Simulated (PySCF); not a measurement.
**[EuH2]+: other functionals and bases at one geometry**

One table from this session's results is given with a row withheld; the runs are named, their logs left out.

Computed with PySCF 2.14.0. Level: several levels, as the steps say, no spin–orbit coupling.

1 further run of the same task is left out (for a known fault of the program).

## The starting structure

3 atoms, charge 1, spin multiplicity 1.

Bond lengths: Eu1–H2 1.938 Å, Eu1–H3 1.938 Å. Angles: H2–Eu1–H3 105.8°.

As a file:

```xyz
3
EuH2
Eu    0.0000    0.0000   -0.1850
H     1.5460    0.0000    0.9837
H    -1.5460    0.0000    0.9837
```

Formal oxidation states: Eu +3. Each metal's 6 4f electrons lie in its core potential, so multiplicities, spins and levels count the valence alone. An earlier session relaxed this geometry at PBE0, Eu lcecp-1-SVP with ECP52, H def2-SVP (singlet, point group C2v).

At PBE0 on the finer grid: E = -36.175309 Eh, HOMO -12.67 eV, LUMO -7.69 eV, Mulliken charge on Eu1 +1.24 e, largest force component 0.004 eV/Å. 

Levels to run: BP86; HF; PBE0, TZVP. Hardware: 2 threads of Arm Neoverse V1, shared host.

The first run:

run.py (the lines that set the calculation)

```python
mol = gto.M(atom='''
Eu     0.00000     0.00000    -0.18498
H      1.54604     0.00000     0.98365
H     -1.54604     0.00000     0.98365''',
    basis={'Eu': 'lcecp-1-SVP', 'H': 'def2-SVP'},
    ecp={'Eu': 'lcecp-1-SVP'},
    charge=1, spin=0)
mf = dft.RKS(mol, xc='B88,P86')
mf.grids.atom_grid = (75, 302)  # f atoms: unpruned, at least (60, 302)
mf = mf.density_fit()  # fitting sets: Eu AutoAux, H def2-universal-JKFIT
mf.conv_tol = 1e-08; mf.max_cycle = 55
mf.kernel(dm0)  # dm0: the density of the relaxed state
```

Started as:

```sh
> OMP_NUM_THREADS=2 python run.py
```

Among the steps run: BP86; HF; PBE0, TZVP.

One of the session's tables, all rows but one given; the rest of the session is left out.

| level | HOMO (eV) | gap (eV) | charge on Eu1 (e) | dipole (D) | largest force component (eV/Å) |
| --- | --- | --- | --- | --- | --- |
| PBE0 (relaxed here) | -12.67 | 4.98 | 1.24 | 4.35 | 0.00 |
| BP86 | ? | ? | ? | ? | ? |
| HF | -15.41 | 10.28 | 1.48 | 5.47 | 0.20 |
| PBE0, TZVP | -12.66 | 4.99 | 1.31 | 4.43 | 0.06 |

Q: Estimate the row for BP86 from the others.

The run gave: HOMO (eV): -11.64; gap (eV): 3.22; charge on Eu1 (e): 1.18; dipole (D): 3.98; largest force component (eV/Å): 0.18. In the column «HOMO (eV)» it is the highest.

The dipole of a charged species depends on the origin, so these sizes hold for this origin alone.

In one basis the HOMO–LUMO gap runs from 3.22 eV (BP86) to 10.28 eV (HF). The largest leftover force, 0.20 eV/Å with HF, stands at a geometry relaxed at another level. With 4f in the core, its levels are missing from HOMO and gap, and its count is fixed, so no charge can pass from the ligands into it. Total energies of different levels can't be compared.
